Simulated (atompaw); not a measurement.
# Pt: generating and testing a PAW (atompaw) potential

Aim: build the potential from the settings below, then test how well it stands in for the atom: scattering, ghost states and the plane-wave cutoff that it needs.

Method: atompaw 4.2.0.5, LDA (PW92), scalar-relativistic.

### Step 1. The atom and the settings

Typed settings, in words:

```json
{"element": "platinum (Pt, Z = 78)", "type": "PAW", "frozen core": "[Kr] 4d10", "valence charge": "32", "reference configuration": "4f14 5s2 5p6 5d10 6s0 6p0", "partial waves": "5s (bound): rc 1.20 bohr; 6s (bound, empty): rc 2.05 bohr; 5p (bound): rc 1.55 bohr; 6p (bound, empty): rc 2.05 bohr; 5d (bound): rc 2.05 bohr; 5d channel at 0.35 Ry: rc 2.05 bohr; 4f (bound): rc 1.00 bohr; 4f channel at -0.85 Ry: rc 1.00 bohr", "local potential": "bessel scheme, radius 1.85 bohr", "core correction": "smooth core density matched at 1.35 bohr", "augmentation charge": "sinc compensation charge, radius 1.95 bohr; PAW radius 2.05 bohr; waves and projectors: custom polynom gramschmidtortho"}
```

The nodes and maxima of the atom's own shells, from an earlier all-electron run, set the scale for the radii.

All-electron outer shells of the reference configuration (LDA (PW92), scalar-relativistic, ld1.x):

```json
{"shell": "4p", "level (eV)": "-516.83", "outermost node (bohr)": "0.22", "outermost maximum (bohr)": "0.41"}
{"shell": "4d", "level (eV)": "-304.33", "outermost node (bohr)": "0.20", "outermost maximum (bohr)": "0.42"}
{"shell": "5s", "level (eV)": "-99.82", "outermost node (bohr)": "0.49", "outermost maximum (bohr)": "0.87"}
{"shell": "4f", "level (eV)": "-68.06", "outermost node (bohr)": "–", "outermost maximum (bohr)": "0.38"}
{"shell": "5p", "level (eV)": "-54.03", "outermost node (bohr)": "0.53", "outermost maximum (bohr)": "0.98"}
{"shell": "6s", "level (eV)": "-5.21", "outermost node (bohr)": "1.14", "outermost maximum (bohr)": "2.44"}
{"shell": "5d", "level (eV)": "-4.72", "outermost node (bohr)": "0.57", "outermost maximum (bohr)": "1.28"}
{"shell": "6p", "level (eV)": "-0.64", "outermost node (bohr)": "1.37", "outermost maximum (bohr)": "3.78"}
```

### Step 2. The generation run

Pt.input

```
Pt 78
LDA-PW scalarrelativistic loggrid 2001 logderivrange -9 5 351
6 6 5 4 0 0
6 0 0
6 1 0
0 0 0
c
c
c
c
v
v
c
c
c
v
v
c
c
v
v
3
2.05 1.95 1.85 1.35
n
n
y
0.35
n
y
-0.85
n
custom polynom gramschmidtortho sinc
bessel
1.20
2.05
1.55
2.05
2.05
2.05
1.00
1.00
PWSCFOUT
UPFDX 0.0125d0 UPFXMIN -7.d0 UPFZMESH 78.d0
END
```

Run with:

```
$ atompaw < Pt.input > Pt.log
```

What does the calculation give? Wanted: cutoffs for 10 and 1 mRy, occupied levels; bound ghosts; largest phase difference near zero energy, channels read; lowest eigenvalue of the overlap; share of valence orbitals outside the PAW sphere; UPF file.

As calculated:

```
                                                quantity                                              value
               cutoffs for 10 and 1 mRy, occupied levels                             260 Ry and over 300 Ry
                                            bound ghosts                                         none found
largest phase difference near zero energy, channels read                                          0.002 rad
         lowest eigenvalue of the overlap (Bessel basis)                                          0.578 (s)
        share of valence orbitals outside the PAW sphere  5s 0 %, 6s 81 %, 5p 2 %, 6p 97 %, 5d 29 %, 4f 0 %
                                                UPF file                                            written
```

What this shows: It counts as very hard, with 260 Ry needed at the looser tolerance. The tighter tolerance needs over 300 Ry, and converged work needs a cutoff nearer that. The slowest occupied level is 4f: taken alone it needs 230 Ry to come within 1 mRy, against 50 Ry for 5s. It is free of bound ghosts as far as tested. Near zero energy the phases of the channels with partial waves agree within 0.002 rad. All of this concerns the isolated atom, not yet a solid.
